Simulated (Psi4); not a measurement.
# SiH2O2F2 (SMILES O[Si](O)(F)F): M06-2X/def2-SVP

Aim: the energy change on altering one bond length of SiH2O2F2 at M06-2X/def2-SVP, from 2 runs. 

The results are computed with Psi4 1.11.

### 1 Starting point

SiH2O2F2 has 7 atoms, charge 0, and is taken as a singlet. As SMILES, `O[Si](O)(F)F`. Geometry: relaxed at PBE0-D4/def2-TZVP. This is one conformer, not always the lowest.

Bond lengths: O1–Si2 1.609 Å, Si2–O3 1.609 Å, Si2–F4 1.583 Å, Si2–F5 1.583 Å, O1–H6 0.957 Å, O3–H7 0.957 Å. Angles: O1–Si2–O3 107.3°, O1–Si2–F4 112.2°, O1–Si2–F5 110.1°, O3–Si2–F4 110.1°, O3–Si2–F5 112.2°, F4–Si2–F5 104.9°, Si2–O1–H6 118.9°, Si2–O3–H7 118.9°.

### 2 A single-point energy at M06-2X/def2-SVP

job.inp reads:

```
memory 2.2 GB

molecule system {
  0 1
  O     -1.123000     0.443800     0.890500
  Si    -0.011100    -0.018100    -0.177300
  O      1.321200    -0.386600     0.646700
  F     -0.483500    -1.262700    -1.033600
  F      0.238000     1.131800    -1.236100
  H     -1.829300     1.022300     0.602200
  H      1.948900    -0.998500     0.262000
  symmetry c1
  no_reorient
  no_com
}

set globals {
  basis                def2-SVP
  reference            rks
  puream               true
  e_convergence        1e-09
  d_convergence        1e-08
  scf_type             pk
  dft_radial_points    99
  dft_spherical_points 590
}

e, wfn = energy('m06-2x', return_wfn=True)
```

Launch:

```console
$ psi4 -n 1 job.inp job.out
```

job.out:

```text
Psi4 1.11 release

   => Loading Basis Set <=

    Name: DEF2-SVP
    Role: ORBITAL
    Keyword: BASIS

         ---------------------------------------------------------
                                   SCF
                              RKS Reference
                        1 Threads,   2098 MiB Core
         ---------------------------------------------------------

  ==> Geometry <==

    Molecular point group: c1
    Full point group: C1

    Geometry (in Angstrom), charge = 0, multiplicity = 1:

       Center              X                  Y                   Z               Mass
    ------------   -----------------  -----------------  -----------------  -----------------
         O           -1.123000000000     0.443800000000     0.890500000000    15.994914619570
         SI          -0.011100000000    -0.018100000000    -0.177300000000    27.976926534650
         O            1.321200000000    -0.386600000000     0.646700000000    15.994914619570
         F           -0.483500000000    -1.262700000000    -1.033600000000    18.998403162730
         F            0.238000000000     1.131800000000    -1.236100000000    18.998403162730
         H           -1.829300000000     1.022300000000     0.602200000000     1.007825032230
         H            1.948900000000    -0.998500000000     0.262000000000     1.007825032230

  Running in c1 symmetry.

  Rotational constants: A =      0.13719  B =      0.13150  C =      0.12483 [cm^-1]
  Rotational constants: A =   4112.87127  B =   3942.19199  C =   3742.21709 [MHz]
  Nuclear repulsion =  270.470000707396764

  Charge       = 0
  Multiplicity = 1
  Electrons    = 50
  Nalpha       = 25
  Nbeta        = 25

  ==> Algorithm <==

  SCF Algorithm Type is PK.
  DIIS enabled.
  MOM disabled.
  Fractional occupation disabled.
  Guess Type is SAD.
  Energy threshold   = 1.00e-09
  Density threshold  = 1.00e-08
  Integral threshold = 1.00e-12

  ==> Primary Basis <==

  Basis Set: DEF2-SVP
    Blend: DEF2-SVP
    Number of shells: 38
    Number of basis functions: 84
    Number of Cartesian functions: 89
    Spherical Harmonics?: true
    Max angular momentum: 2

  ==> DFT Potential <==

   => LibXC <=

    Version 7.1.2

   => Composite Functional: M06-2X <=

    Deriv               =              1
    GGA                 =           TRUE
    Meta                =           TRUE

    Exchange Hybrid     =           TRUE
    MP2 Hybrid          =          FALSE

   => Exchange Functionals <=

    1.0000   XC_HYB_MGGA_X_M06_2X

   => Exact (HF) Exchange <=

    0.5400               HF

   => Correlation Functionals <=

    1.0000   XC_MGGA_C_M06_2X

   => LibXC Density Thresholds  <==

    XC_MGGA_C_M06_2X:  1.00E-12
    XC_HYB_MGGA_X_M06_2X:  1.00E-15

   => Molecular Quadrature <=

    Radial Scheme          =       TREUTLER
    Pruning Scheme         =           NONE
    Nuclear Scheme         =       TREUTLER

    Blocking Scheme        =         OCTREE
    BS radius alpha        =              1
    Pruning alpha          =              1
    Radial Points          =             99
    Spherical Points       =            590
    Total Points           =         390792
    Total Blocks           =           2837
    Max Points             =            256
    Max Functions          =             81
    Weights Tolerance      =       1.00E-15

  ==> Integral Setup <==

  Using in-core PK algorithm.
   Calculation information:
      Number of atoms:                   7
      Number of AO shells:              38
      Number of primitives:             76
      Number of atomic orbitals:        89
      Number of basis functions:        84

      Integral cutoff                 1.00e-12
      Number of threads:                 1

  Performing in-core PK
  Using 12748470 doubles for integral storage.
  We computed 247857 shell quartets total.
  Whereas there are 274911 unique shell quartets.

  ==> DiskJK: Disk-Based J/K Matrices <==

    J tasked:                  Yes
    K tasked:                  Yes
    wK tasked:                  No
    Memory [MiB]:              379
    Schwarz Cutoff:          1E-12

  Cached 50.0% of DFT collocation blocks in 0.863 [GiB].

  Minimum eigenvalue in the overlap matrix is 2.6034723905E-02.
  Reciprocal condition number of the overlap matrix is 6.4365535998E-03.
    Using symmetric orthogonalization.

  ==> Pre-Iterations <==

  SCF Guess: Superposition of Atomic Densities via on-the-fly atomic UHF (no occupation information).

   -------------------------
    Irrep   Nso     Nmo
   -------------------------
     A         84      84
   -------------------------
    Total      84      84
   -------------------------

  ==> Iterations <==

                        Total Energy        Delta E     RMS |[F,P]|

   @RKS iter SAD:  -639.83806273440837   -6.39838e+02   0.00000e+00
   @RKS iter   1:  -640.33359298942628   -4.95530e-01   9.31366e-03 DIIS/ADIIS
   @RKS iter   2:  -640.30797899491392    2.56140e-02   1.00164e-02 DIIS/ADIIS
   @RKS iter   3:  -640.55272218680989   -2.44743e-01   5.15915e-04 DIIS/ADIIS
   @RKS iter   4:  -640.55326719630125   -5.45009e-04   2.73116e-04 DIIS/ADIIS
   @RKS iter   5:  -640.55343546131314   -1.68265e-04   4.80460e-05 DIIS
   @RKS iter   6:  -640.55344205007077   -6.58876e-06   8.36840e-06 DIIS
   @RKS iter   7:  -640.55344225733938   -2.07269e-07   8.05888e-07 DIIS
   @RKS iter   8:  -640.55344226256648   -5.22709e-09   1.79575e-07 DIIS
   @RKS iter   9:  -640.55344226274974   -1.83263e-10   2.93144e-08 DIIS
   @RKS iter  10:  -640.55344226275679   -7.04858e-12   9.94227e-09 DIIS
  Energy and wave function converged.

  ==> Post-Iterations <==

   Electrons on quadrature grid:
      Ntotal   =   50.0000013455 ; deviation = 1.345e-06

    Orbital Energies [Eh]
    ---------------------

    Doubly Occupied:

       1A    -67.126830     2A    -25.248170     3A    -25.248116
       4A    -19.651597     5A    -19.651571     6A     -5.651312
       7A     -3.966360     8A     -3.966291     9A     -3.964845
      10A     -1.329391    11A     -1.305417    12A     -1.142430
      13A     -1.123195    14A     -0.693337    15A     -0.626791
      16A     -0.608199    17A     -0.592171    18A     -0.556235
      19A     -0.552713    20A     -0.533714    21A     -0.515976
      22A     -0.469013    23A     -0.456873    24A     -0.437763
      25A     -0.429774

    Virtual:

      26A      0.058394    27A      0.097793    28A      0.152980
      29A      0.181542    30A      0.210433    31A      0.210785
      32A      0.326642    33A      0.428821    34A      0.438219
      35A      0.472076    36A      0.536924    37A      0.598371
      38A      0.666261    39A      0.743841    40A      0.875852
      41A      0.879680    42A      0.882292    43A      1.010849
      44A      1.070471    45A      1.075892    46A      1.087237
      47A      1.145188    48A      1.215673    49A      1.234179
      50A      1.261929    51A      1.292105    52A      1.298106
      53A      1.328494    54A      1.414740    55A      1.467045
      56A      1.494772    57A      1.519690    58A      1.547060
      59A      1.662809    60A      1.730568    61A      1.758447
      62A      1.874677    63A      2.272361    64A      2.277876
      65A      2.726622    66A      2.768878    67A      2.864485
      68A      2.951168    69A      2.988909    70A      2.996754
      71A      3.112622    72A      3.128047    73A      3.132147
      74A      3.152298    75A      3.156251    76A      3.169307
      77A      3.241724    78A      3.313837    79A      3.333977
      80A      3.392920    81A      3.618515    82A      3.680271
      83A      3.696192    84A      3.726313

    Final Occupation by Irrep:
              A
    DOCC [    25 ]
    NA   [    25 ]
    NB   [    25 ]

  @RKS Final Energy:  -640.55344226275679

   => Energetics <=

    Nuclear Repulsion Energy =            270.4700007073967640
    One-Electron Energy =               -1426.8150340358556605
    Two-Electron Energy =                 544.4335972441955391
    DFT Exchange-Correlation Energy =     -28.6420061784934461
    Empirical Dispersion Energy =           0.0000000000000000
    VV10 Nonlocal Energy =                  0.0000000000000000
    Total Energy =                       -640.5534422627567892

Computation Completed

Properties will be evaluated at   0.000000,   0.000000,   0.000000 [a0]

Properties computed using the SCF density matrix

 Multipole Moments:

 ------------------------------------------------------------------------------------
     Multipole            Electronic (a.u.)      Nuclear  (a.u.)        Total (a.u.)
 ------------------------------------------------------------------------------------

 L = 1.  Multiply by 2.5417464519 to convert [e a0] to [Debye]
 Dipole X            :          1.2312561           -1.2466523           -0.0153962
 Dipole Y            :          1.7888731           -1.7954288           -0.0065557
 Dipole Z            :         18.2877338          -18.4204834           -0.1327496
 Magnitude           :                                                    0.1338001

 ------------------------------------------------------------------------------------

	total time  =         34 seconds =       0.57 minutes

    Psi4 run time: 0:00:34.66
```

It took 37 s on 1 thread of Intel Xeon Platinum 8259CL at 2.50GHz (Skylake/Cascade Lake), shared host; peak memory 1.2 GiB.

[end of part 1 of 2]
